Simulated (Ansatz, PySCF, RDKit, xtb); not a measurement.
# Which structure has the formula AlGeH5O?

Only the formula AlGeH5O is given. Aim: find the structure of lowest free energy at 298.15 K, then its properties.

The funnel: GFN2-xTB relaxations, single points with a density functional, relaxations at PBE0-D3(BJ)/def2-SVP, harmonic vibrations, and a last energy at a higher level. All values are calculated.

7 further runs of the same task are left out: 7 set aside as unsound or not needed.

### Step 1. Candidates

A program enumerates the bonding patterns with one Lewis structure each (two rings at most, one unusual centre or charged pair), with their diastereomers. O–O, O–halogen and N–halogen bonds and N–N–N chains are not drawn. That gives 9 candidates.

| label | SMILES | spin |
| --- | --- | --- |
| c049 | [AlH2][O][GeH3] | singlet |
| c063 | [OH][GeH+][AlH3-] | singlet |
| c129 | [OH][AlH2-][GeH2+] | singlet |
| c183 | [AlH2][OH+][GeH2-] | singlet |
| c410 | [OH][AlH][GeH3] | singlet |
| c674 | [OH+]1[AlH2-][GeH2]1 | singlet |
| c747 | [AlH3-][O+]=[GeH2] | singlet |
| c897 | [OH2+][GeH-][AlH2] | singlet |
| c923 | [OH][GeH2][AlH2] | singlet |

Candidates are built by distance geometry, with a force field where one applies, in up to four conformers (letters a to d). 10 starts with atoms placed at random are added, to find patterns that the rules miss.

Q: Predict the outcome of this search (final energies at CCSD(T)/def2-TZVP).

| quantity | value |
| --- | --- |
| lowest structure found | [AlH2][O][GeH3], singlet, C1 |
| next finalist | [OH][AlH][GeH3], singlet, 4.9 kcal/mol higher in G |
| share at equilibrium, among the finalists | 100.0 % |
| harmonic wavenumbers, lowest and highest (PBE0-D3(BJ)/def2-SVP) | 43 and 2166 cm⁻¹ |
| rotational constants, same geometry | 1.397, 0.06394, 0.06261 cm⁻¹ |
| dipole moment (PBE0/def2-TZVPD) | 0.68 D |
| HOMO energy (PBE0/def2-TZVPD) | -8.03 eV |
| LUMO energy (PBE0/def2-TZVPD) | -1.01 eV |
| HOMO–LUMO gap (PBE0/def2-TZVPD) | 7.02 eV |
| lowest excitation (TD-PBE0/def2-SVPD) | 5.56 eV (f = 0.000) |
| strongest of the states computed, same level | 6.74 eV (f = 0.083) |
| lowest triplet excitation, same level, Tamm-Dancoff | 5.11 eV |
| vertical ionisation energy | 10.01 eV |
| vertical electron affinity | -0.40 eV (unbound: the value depends on the basis) |
| vertical triplet less singlet | +5.12 eV |

`[AlH2][O][GeH3]` comes out lowest. Among the finalists first place is clear (4.9 kcal/mol); structures outside the list aren't covered. HF/STO-3G, r2SCAN-D4/def2-SVP, HF/def2-TZVP and MP2/def2-TZVP already put its bonding pattern lowest among the structures in one piece; GFN2-xTB favours the singlet [OH][AlH]1[H][GeH][H]1 ‡; PBE0-D3(BJ)/def2-SVP favours the singlet [OH][AlH][GeH3]. The search is not exhaustive (a finite list of starts, one conformer a finalist), so a lower isomer can't be ruled out. Patterns outside the rules of the enumeration were met only by chance. The lowest isomer need not be the one that is made and kept in a bottle, which depends on barriers.

‡ marks the bonded skeleton alone, with all bonds drawn single: no Lewis structure was assigned that passes a check against the bond lengths.
